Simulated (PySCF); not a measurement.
**AsFH4Si: a tour of settings**

Aim: see how AsFH4Si (`F[SiH2][AsH2]`) answers to the choice of functional, basis, grid and SCF options.

Programs: PySCF 2.14.0, with density-fitted response routines of our own. Each step states its level of theory. These are calculated values for one molecule in the gas phase, unless marked as measured. Atoms count from 0, in the outputs and in this text.

### Step 1. The starting structure

7 atoms, charge 0, multiplicity 1; geometry from: GFN2-xTB.

Bonds of the start (Å): F0–Si1 1.62, Si1–As2 2.32, Si1–H3 1.46, Si1–H4 1.46, As2–H5 1.50, As2–H6 1.50.

### Step 2. Nuclear shieldings: PBE0/pcSseg-1

The job: settings as JSON, then the geometry in Å.

```
{"job": {"kind": "nmr", "xc": "PBE0", "basis": "pcSseg-1"}, "charge": 0, "multiplicity": 1}
F     -1.647313    -0.597987     1.133022
Si    -0.792354     0.109001    -0.046034
As     1.393879     0.116808     0.715363
H     -1.138262    -0.692163    -1.218345
H     -1.397040     1.436566    -0.148614
H      1.875575     0.828798    -0.518123
H      1.708848    -1.196118     0.055654
```

Method: GIAO PBE0/pcSseg-1 NMR shielding, non-relativistic, gas phase.

Command:

```console
> OMP_NUM_THREADS=1 python probes_run.py task.json out
```

This one command runs all jobs of the session in turn.

Log:

```text
coarse grid: 28936 points
cycle   1  E = -2626.8595169266  dE = -7.709e-01  |g| = 8.421e-01  |ddm| = 2.403e+00
cycle   2  E = -2626.7963965191  dE =  6.312e-02  |g| = 9.658e-01  |ddm| = 1.013e+00
cycle   3  E = -2626.9135817918  dE = -1.172e-01  |g| = 1.927e-01  |ddm| = 7.336e-01
cycle   4  E = -2626.9185828476  dE = -5.001e-03  |g| = 3.666e-02  |ddm| = 1.176e-01
cycle   5  E = -2626.9186744802  dE = -9.163e-05  |g| = 5.476e-03  |ddm| = 2.365e-02
cycle   6  E = -2626.9186786345  dE = -4.154e-06  |g| = 1.561e-03  |ddm| = 9.131e-03
final grid: 58096 points
cycle   7  E = -2626.9186749014  dE =  3.039e-08  |g| = 1.931e-03  |ddm| = 5.147e-03
cycle   8  E = -2626.9186747229  dE =  1.785e-07  |g| = 2.450e-03  |ddm| = 5.210e-03
cycle   9  E = -2626.9186757129  dE = -9.900e-07  |g| = 1.515e-04  |ddm| = 2.512e-03
cycle  10  E = -2626.9186757199  dE = -7.014e-09  |g| = 3.718e-05  |ddm| = 2.204e-04
cycle  11  E = -2626.9186757201  dE = -1.896e-10  |g| = 2.464e-06  |ddm| = 2.321e-05
converged SCF energy = -2626.9186757201

GIAO shielding tensors (ppm)
atom      isotropic    diamagn.    paramagn.     s11        s22        s33       span
  0 F      402.650     468.601     -65.951    350.416    417.515    440.019     89.603
  1 Si     323.490     876.515    -553.025    232.834    326.696    410.942    178.108
  2 As    1987.256    2878.964    -891.708   1863.429   2002.824   2095.514    232.086
  3 H       25.565      28.262      -2.697     21.487     24.438     30.770      9.283
  4 H       25.842      28.057      -2.215     21.881     24.658     30.987      9.107
  5 H       30.140      29.367       0.773     23.134     24.086     43.202     20.068
  6 H       29.520      29.416       0.104     22.344     23.906     42.311     19.967
```

Wall time 47 s (1 thread of Intel Xeon at 2.50GHz, shared host).

The references, computed at this level on geometries of the same kind, shield at (ppm): 1H TMS 31.72, 29Si TMS 349.2, 19F CFCl3 170.9, 75As AsH3 1989. Their shielding less the atom's gives the shift. The references are single molecules in the gas phase, so shifts against H2O, NH3, PH3, H3PO4 or CFCl3 are not on the usual liquid scales and can be off by tens of ppm. Shifts against hydride references such as AlH4− lie on their own scale. Atoms listed in one row are averaged.

```tsv
atoms	environment	σ (ppm)	δ (ppm)
H3, H4	hydrogen on a silicon bonded to As, F	25.70	6.01
H5, H6	hydrogen on an arsenic bonded to Si	29.83	1.89
F0	fluorine bonded to Si	402.7	-231.7
Si1	silicon bonded to As, F, 2 H	323.5	25.7
As2	arsenic bonded to Si, 2 H	1987	1
```

The run also stored atomic charges by several schemes (e):

```tsv
atoms	Mulliken	IAO	Hirshfeld	ESP fit
F0	-0.44	-0.55	-0.22	-0.30
Si1	0.87	0.89	0.36	0.60
As2	-0.36	-0.04	0.06	-0.17
```

Mayer bond orders: F0–Si1 0.89, Si1–As2 0.94.

### Step 3. Excited states and response: PBE0/def2-SVPD

The job, as its differences from that of step 2:

```diff
@@ -1,2 +1,2 @@
-{"job": {"kind": "nmr", "xc": "PBE0", "basis": "pcSseg-1"}, "charge": 0, "multiplicity": 1}
+{"job": {"kind": "uv", "xc": "PBE0", "basis": "def2-SVPD", "nstates": 6, "ntriplets": 2}, "charge": 0, "multiplicity": 1}
 F     -1.647313    -0.597987     1.133022
```

Level: TDDFT PBE0/def2-SVPD, vertical, gas phase, core orbitals frozen in the response.

Log:

```text
coarse grid: 28936 points
cycle   1  E = -2626.6937813653  dE = -6.872e-01  |g| = 5.018e-01  |ddm| = 2.929e+00
cycle   2  E = -2626.6283590122  dE =  6.542e-02  |g| = 8.088e-01  |ddm| = 1.116e+00
cycle   3  E = -2626.7371540187  dE = -1.088e-01  |g| = 5.225e-02  |ddm| = 6.565e-01
cycle   4  E = -2626.7375424033  dE = -3.884e-04  |g| = 1.046e-02  |ddm| = 7.183e-02
cycle   5  E = -2626.7375648787  dE = -2.248e-05  |g| = 2.571e-03  |ddm| = 2.225e-02
cycle   6  E = -2626.7375675957  dE = -2.717e-06  |g| = 7.320e-04  |ddm| = 6.084e-03
final grid: 58096 points
cycle   7  E = -2626.7375550261  dE = -1.353e-08  |g| = 8.099e-04  |ddm| = 3.049e-03
cycle   8  E = -2626.7375550014  dE =  2.470e-08  |g| = 9.020e-04  |ddm| = 2.578e-03
cycle   9  E = -2626.7375551674  dE = -1.660e-07  |g| = 2.456e-05  |ddm| = 1.330e-03
cycle  10  E = -2626.7375551676  dE = -1.683e-10  |g| = 4.805e-06  |ddm| = 4.228e-05
converged SCF energy = -2626.7375551676

Static polarisability (au): isotropic 59.684, principal 51.967 53.675 73.410

Singlet excitations
state   eV       nm        f      main configurations
  1   6.2576    198.1   0.05309   H->L 0.72, H->L+1 0.20
  2   6.6052    187.7   0.02485   H->L+1 0.76, H->L 0.16
  3   6.9607    178.1   0.09622   H->L+2 0.95
  4   7.2440    171.2   0.23546   H->L+3 0.85
  5   7.4475    166.5   0.03137   H-1->L 0.92
  6   7.9518    155.9   0.01448   H-2->L 0.83

Triplet excitations (Tamm-Dancoff, eV): 5.4048 5.6921
```

Run time: 42 s. Hardware: 1 thread of Intel Xeon at 2.50GHz, shared host.

The orbitals next to the gap, with their largest atomic shares:

```tsv
orbital	eV	atoms
HOMO−3	-10.73	As2 43 %, H6 22 %, H5 20 %
HOMO−2	-9.82	Si1 25 %, H3 19 %, As2 18 %
HOMO−1	-9.29	As2 33 %, Si1 22 %, H4 16 %
HOMO	-7.92	As2 62 %, Si1 17 %, H6 6 %
LUMO	-0.46	Si1 39 %, As2 26 %, H4 11 %
LUMO+1	-0.07	As2 47 %, H6 22 %, Si1 20 %
LUMO+2	0.29	As2 46 %, H5 22 %, Si1 19 %
```

With each of the 6 states as a Gaussian band of 0.4 eV half-width at 1/e, the curve within the window shown has maxima at 172 nm (ε 13,000) L/(mol cm). Beyond the last state computed it falls off for lack of states. The curve at chosen wavelengths:

nm, ε (L/mol/cm) and a bar:
```
      150        373 
      153        726 #
      155       1100 ##
      158       2146 ####
      161       4173 #########
      164       7199 ################
      166       9408 #####################
      169      12091 ############################
      172      13147 ##############################
      174      12815 #############################
      177      11152 #########################
      180       8862 ####################
      183       6710 ###############
      185       5568 ############
      188       4370 ##########
      191       3675 ########
      194       3264 #######
      196       3041 ######
      199       2679 ######
      202       2244 #####
      204       1923 ####
      207       1438 ###
      210       1001 ##
      213        650 #
      215        469 
      218        274
```

Ground-state properties from the same run:

```tsv
property	computed
dipole moment (D)	1.93
polarisability (Å³)	8.84
HOMO–LUMO gap (eV)	7.46
−ε(HOMO) (eV)	7.92
```

### Step 4. Nuclear shieldings: B97-D/def2-SVP

The job, as its differences from that of step 3:

```diff
@@ -1,2 +1,2 @@
-{"job": {"kind": "uv", "xc": "PBE0", "basis": "def2-SVPD", "nstates": 6, "ntriplets": 2}, "charge": 0, "multiplicity": 1}
+{"job": {"kind": "nmr", "xc": "B97-D", "basis": "def2-SVP", "pop": false, "scf": {"guess": "huckel"}}, "charge": 0, "multiplicity": 1}
 F     -1.647313    -0.597987     1.133022
```

Level: GIAO B97-D/def2-SVP NMR shielding, non-relativistic, gas phase.

Log:

```text
final grid: 58096 points
cycle   1  E = -2626.5094655693  dE =  1.071e+00  |g| = 2.983e+00  |ddm| = 4.530e+00
cycle   2  E = -2625.8025371467  dE =  7.069e-01  |g| = 3.297e+00  |ddm| = 6.044e+00
cycle   3  E = -2628.2697999474  dE = -2.467e+00  |g| = 2.623e-01  |ddm| = 3.869e+00
cycle   4  E = -2628.2789643537  dE = -9.164e-03  |g| = 2.034e-01  |ddm| = 5.785e-01
cycle   5  E = -2628.2861326817  dE = -7.168e-03  |g| = 4.106e-02  |ddm| = 2.560e-01
cycle   6  E = -2628.2865546367  dE = -4.220e-04  |g| = 1.074e-02  |ddm| = 7.820e-02
cycle   7  E = -2628.2865890227  dE = -3.439e-05  |g| = 2.875e-03  |ddm| = 2.003e-02
cycle   8  E = -2628.2865915286  dE = -2.506e-06  |g| = 8.760e-04  |ddm| = 5.285e-03
cycle   9  E = -2628.2865917669  dE = -2.383e-07  |g| = 2.301e-04  |ddm| = 1.355e-03
cycle  10  E = -2628.2865917859  dE = -1.897e-08  |g| = 4.604e-05  |ddm| = 3.948e-04
cycle  11  E = -2628.2865917867  dE = -8.113e-10  |g| = 7.923e-06  |ddm| = 7.860e-05
converged SCF energy = -2628.2865917867

GIAO shielding tensors (ppm)
atom      isotropic    diamagn.    paramagn.     s11        s22        s33       span
  0 F      394.495     465.983     -71.487    335.398    415.378    432.709     97.312
  1 Si     386.808     878.544    -491.737    303.135    392.226    465.062    161.927
  2 As    2000.837    2877.239    -876.402   1882.991   2016.680   2102.839    219.848
  3 H       25.759      29.844      -4.085     21.771     24.682     30.824      9.054
  4 H       26.083      29.461      -3.378     22.166     25.007     31.077      8.911
  5 H       30.315      29.329       0.986     23.676     24.633     42.637     18.962
  6 H       29.781      29.454       0.327     23.053     24.436     41.854     18.801
```

Wall time 52 s (1 thread of Intel Xeon at 2.50GHz, shared host).

Key values: σ F0 394.5, Si1 386.8, As2 2001, H3 25.92, H5 30.05 ppm (means over like atoms).

### Step 5. Nuclear shieldings: WP04/3-21G

The job, as its differences from that of step 4:

```diff
@@ -1,2 +1,2 @@
-{"job": {"kind": "nmr", "xc": "B97-D", "basis": "def2-SVP", "pop": false, "scf": {"guess": "huckel"}}, "charge": 0, "multiplicity": 1}
+{"job": {"kind": "nmr", "xc": "WP04", "basis": "3-21G", "pop": false}, "charge": 0, "multiplicity": 1}
 F     -1.647313    -0.597987     1.133022
```

Level: GIAO WP04/3-21G NMR shielding, non-relativistic, gas phase.

Log:

```text
coarse grid: 28936 points
cycle   1  E = -2631.4101654421  dE = -2.117e+00  |g| = 8.128e-01  |ddm| = 2.366e+00
cycle   2  E = -2631.1691573415  dE =  2.410e-01  |g| = 1.447e+00  |ddm| = 2.666e+00
cycle   3  E = -2631.5206241183  dE = -3.515e-01  |g| = 1.011e-01  |ddm| = 1.926e+00
cycle   4  E = -2631.5228629644  dE = -2.239e-03  |g| = 4.899e-02  |ddm| = 2.508e-01
cycle   5  E = -2631.5238530469  dE = -9.901e-04  |g| = 6.590e-03  |ddm| = 9.942e-02
cycle   6  E = -2631.5238657080  dE = -1.266e-05  |g| = 7.513e-04  |ddm| = 1.172e-02
cycle   7  E = -2631.5238658678  dE = -1.598e-07  |g| = 1.425e-04  |ddm| = 1.577e-03
final grid: 58096 points
cycle   8  E = -2631.5238436328  dE = -4.374e-08  |g| = 1.122e-04  |ddm| = 9.823e-04
cycle   9  E = -2631.5238436341  dE = -1.357e-09  |g| = 1.200e-04  |ddm| = 4.516e-04
cycle  10  E = -2631.5238436385  dE = -4.392e-09  |g| = 2.704e-05  |ddm| = 1.993e-04
cycle  11  E = -2631.5238436387  dE = -1.492e-10  |g| = 1.598e-06  |ddm| = 3.469e-05
converged SCF energy = -2631.5238436387

GIAO shielding tensors (ppm)
atom      isotropic    diamagn.    paramagn.     s11        s22        s33       span
  0 F      452.558     470.071     -17.513    348.053    500.734    508.887    160.835
  1 Si     425.566     872.947    -447.381    344.796    428.753    503.149    158.354
  2 As    2092.158    2874.803    -782.645   2007.686   2088.701   2180.088    172.402
  3 H       28.066      29.983      -1.916     23.964     26.384     33.851      9.886
  4 H       28.305      29.873      -1.568     24.298     26.601     34.017      9.718
  5 H       31.787      30.785       1.002     25.130     26.424     43.807     18.677
  6 H       31.333      30.822       0.511     24.527     26.252     43.220     18.693
```

Run time: 5.7 s. Hardware: 1 thread of Intel Xeon at 2.50GHz, shared host.

In short: σ F0 452.6, Si1 425.6, As2 2092, H3 28.19, H5 31.56 ppm (means over like atoms).

### Step 6. Shielding tensors: HCTH407/pcSseg-1

The job: settings as JSON, then the geometry in Å.

```
{"job": {"kind": "nmr", "xc": "HCTH407", "basis": "pcSseg-1", "pop": true, "scf": {"damp": 2.0, "max_cycle": 89}}, "charge": 0, "multiplicity": 1}
F     -1.647313    -0.597987     1.133022
Si    -0.963346    -0.032397     0.189777
As     1.393879     0.116808     0.715363
H     -1.138262    -0.692163    -1.218345
H     -1.397040     1.436566    -0.148614
H      1.875575     0.828798    -0.518123
H      1.708848    -1.196118     0.055654
```

With the program's defaults for keys left out, this is: GIAO HCTH407/pcSseg-1 NMR shielding, non-relativistic, gas phase.

Log:

```text
damping 2.00 in the first 6 cycles
final grid: 58096 points
cycle   1  E = -2628.4611150882  dE = -3.455e-01  |g| = 8.438e-01  |ddm| = 2.526e+00
cycle   2  E = -2627.9340069438  dE =  5.271e-01  |g| = 2.419e+00  |ddm| = 6.995e-01
cycle   3  E = -2624.8818783942  dE =  3.052e+00  |g| = 6.284e+00  |ddm| = 1.524e+00
cycle   4  E = -2609.5331209558  dE =  1.535e+01  |g| = 1.601e+01  |ddm| = 3.964e+00
cycle   5  E = -2336.4599464111  dE =  2.731e+02  |g| = 3.599e+01  |ddm| = 2.233e+01
cycle   6  E = -2510.0732006369  dE = -1.736e+02  |g| = 2.670e+01  |ddm| = 3.153e+01
cycle   7  E = -2175.8828085574  dE =  3.342e+02  |g| = 2.508e+01  |ddm| = 4.132e+01
cycle   8  E = -2508.8666319563  dE = -3.330e+02  |g| = 1.952e+01  |ddm| = 4.221e+01
cycle   9  E = -2602.4656684895  dE = -9.360e+01  |g| = 1.051e+01  |ddm| = 1.530e+01
cycle  10  E = -2620.9297060790  dE = -1.846e+01  |g| = 6.485e+00  |ddm| = 1.190e+01
cycle  11  E = -2619.2569809453  dE =  1.673e+00  |g| = 6.401e+00  |ddm| = 1.344e+01
cycle  12  E = -2625.3979703614  dE = -6.141e+00  |g| = 3.612e+00  |ddm| = 1.237e+01
cycle  13  E = -2627.8625734684  dE = -2.465e+00  |g| = 1.771e+00  |ddm| = 5.122e+00
cycle  14  E = -2628.3503629886  dE = -4.878e-01  |g| = 6.898e-01  |ddm| = 2.456e+00
cycle  15  E = -2628.5009985678  dE = -1.506e-01  |g| = 2.648e-01  |ddm| = 1.489e+00
cycle  16  E = -2628.5264966918  dE = -2.550e-02  |g| = 6.672e-02  |ddm| = 4.482e-01
cycle  17  E = -2628.5281196375  dE = -1.623e-03  |g| = 2.166e-02  |ddm| = 1.441e-01
cycle  18  E = -2628.5283070866  dE = -1.874e-04  |g| = 4.152e-03  |ddm| = 3.797e-02
cycle  19  E = -2628.5283128833  dE = -5.797e-06  |g| = 5.964e-04  |ddm| = 7.176e-03
cycle  20  E = -2628.5283129939  dE = -1.106e-07  |g| = 1.426e-04  |ddm| = 9.746e-04
cycle  21  E = -2628.5283129981  dE = -4.165e-09  |g| = 4.020e-05  |ddm| = 1.719e-04
cycle  22  E = -2628.5283129984  dE = -3.174e-10  |g| = 6.638e-06  |ddm| = 4.648e-05
converged SCF energy = -2628.5283129984

GIAO shielding tensors (ppm)
atom      isotropic    diamagn.    paramagn.     s11        s22        s33       span
  0 F      368.986     462.428     -93.443    337.462    381.702    387.794     50.333
  1 Si     382.421     880.907    -498.487    307.185    353.036    487.041    179.856
  2 As    1819.648    2879.777   -1060.129   1607.170   1901.729   1950.045    342.875
  3 H       24.491      27.759      -3.268     20.504     24.016     28.952      8.448
  4 H       24.871      27.654      -2.784     21.089     24.297     29.226      8.136
  5 H       29.817      29.852      -0.035     23.059     24.239     42.152     19.094
  6 H       29.368      29.649      -0.281     22.706     24.621     40.776     18.070
```

Run time: 74 s. Hardware: 1 thread of Intel Xeon at 2.50GHz, shared host.

A normal end doesn't make this result sound: one atom of the first bond was moved so that the bond is 0.8 times as long. Its HOMO lies at -6.21 eV, against -7.96 eV in step 2 (PBE0/pcSseg-1), a different level, so the two don't compare directly.

### Step 7. Side by side: NMR shifts

Shifts (ppm), means over like atoms, with basis size and wall time:

```tsv
run	H3	H5	F0	Si1	functions	time
PBE0/pcSseg-1	6.01	1.89	-231.7	25.7	102	47 s
B97-D/def2-SVP	5.99	1.87	-206.8	17.4	84	52 s
WP04/3-21G	5.29	1.91	-258.6	60.0	52	5.7 s
```

### Step 8. Results

| quantity | value |
| --- | --- |
| 1H shifts against TMS (PBE0/pcSseg-1, means over atoms taken as alike) | 6.01, 1.89 ppm |
| 19F shifts against CFCl3 (PBE0/pcSseg-1) | -231.7 ppm |
| 29Si shifts against TMS (PBE0/pcSseg-1) | 25.7 ppm |
| 75As shifts against AsH3 (PBE0/pcSseg-1) | 1 ppm |
| lowest singlet (PBE0/def2-SVPD) | 6.26 eV (198 nm), f = 0.053 |
| brightest single state of those computed | state 4, 7.24 eV, f = 0.235 |
| lowest triplet | 5.40 eV |
| range of the shift of F0 | -258.6 to -206.8 ppm |
| property runs in this session | 5, of which 0 failed and 1 gave unsound results |

In words: Single values in the summary come from the first run of each kind that ended normally (PBE0/pcSseg-1; PBE0/def2-SVPD), which need not be the best level. At PBE0/pcSseg-1: The largest span, 232 ppm, is at As2, where the paramagnetic term is -892 ppm. The lowest singlet, at 6.26 eV, is HOMO→LUMO 0.72, HOMO→LUMO+1 0.20 and is bright; of the 6 states computed, the strongest absorption comes from state 4 at 7.24 eV. The lowest triplet lies 0.85 eV below the lowest singlet (triplets in Tamm-Dancoff, singlets in full TDDFT). Among the atoms with a shift in every run: Across the 3 runs the shift of F0 moves most, between -258.6 (WP04/3-21G) and -206.8 ppm (B97-D/def2-SVP). Spin-orbit coupling is left out, which matters for shieldings and couplings at and beside the heavy atoms.
